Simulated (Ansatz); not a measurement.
**H₅OPSSi₂: basis-set convergence**

The task here is to estimate one member of a computed series from the others.

Computed with Ansatz 0.2.0, Gaussian basis. Level: one geometry, several basis sets.

Plan: PBE0-D4/def2-SVP; ωB97M-V/def2-SVP; PBE0-D4/def2-QZVPP; ωB97M-V/def2-QZVPP; the functionals' def2-TZVPP values are taken from earlier runs.

### The relaxed structure

An earlier PBE0-D4 in a triple-zeta def2 set relaxation fixed the geometry.

10 atoms, charge 0, spin multiplicity 1.

Atoms are counted from 1 here; the program's logs count them from 0.

Bond lengths: Si1–Si2 2.343 Å, Si1–H6 1.488 Å, Si1–H7 1.488 Å, Si1–H8 1.486 Å, Si2–O3 1.676 Å, Si2–S5 2.144 Å, Si2–H9 1.486 Å, O3–P4 1.662 Å, P4–S5 2.163 Å, P4–H10 1.436 Å. Angles: Si2–Si1–H6 108.2°, Si2–Si1–H7 111.1°, Si2–Si1–H8 109.4°, H6–Si1–H7 109.1°, H6–Si1–H8 109.4°, H7–Si1–H8 109.5°, Si1–Si2–O3 112.0°, Si1–Si2–S5 113.1°, Si1–Si2–H9 112.9°, O3–Si2–S5 91.9°, O3–Si2–H9 111.4°, S5–Si2–H9 113.9°, Si2–O3–P4 100.9°, O3–P4–S5 91.6°, O3–P4–H10 98.0°, S5–P4–H10 96.4°, Si2–S5–P4 73.4°.

Set-up of the first run:

in.yaml reads:

```yaml
crystal:
  periodic: [false, false, false]
  atoms:
    - {symbol: Si, position_ang: [-1.554483, -0.548652, -0.237465]}
    - {symbol: Si, position_ang: [0.430462, -0.053640, 0.904810]}
    - {symbol: O, position_ang: [1.782229, -0.614838, 0.087305]}
    - {symbol: P, position_ang: [2.364273, 0.798183, -0.566621]}
    - {symbol: S, position_ang: [1.047027, 1.986157, 0.671668]}
    - {symbol: H, position_ang: [-2.670327, 0.169296, 0.435054]}
    - {symbol: H, position_ang: [-1.833858, -2.009793, -0.218462]}
    - {symbol: H, position_ang: [-1.443090, -0.082321, -1.643851]}
    - {symbol: H, position_ang: [0.416916, -0.520698, 2.315102]}
    - {symbol: H, position_ang: [1.544150, 0.825208, -1.744541]}
basis:
  gaussian: {orbitals: def2-SVP}
hamiltonian: {xc: pbe0, dispersion: d4}
output: {orbitals: {seedname: orbitals}}
```

Started as:

```bash
$ ansatz run in.yaml --threads 4 --pin off --events-out ev --progress --plain --max-ram 10444MiB
```

Among the steps run: PBE0-D4 in def2-SVP; ωB97M-V in def2-SVP; PBE0-D4 in def2-QZVPP; ωB97M-V in def2-QZVPP.

One table of the session follows, with a row left open; its other results are not shown here.

It belongs to the step «Density functionals: the series». 

```
functional       basis  HOMO (eV)
   PBE0-D4    def2-SVP      -6.79
   PBE0-D4  def2-TZVPP      -6.80
   PBE0-D4  def2-QZVPP      -6.82
   ωB97M-V    def2-SVP      -8.81
   ωB97M-V  def2-TZVPP          ?
   ωB97M-V  def2-QZVPP      -8.88
```

Estimate the missing values for ωB97M-V, def2-TZVPP.

As computed: HOMO (eV): -8.86. In the column «HOMO (eV)» it lies between ωB97M-V, def2-QZVPP (-8.88) and ωB97M-V, def2-SVP (-8.81).
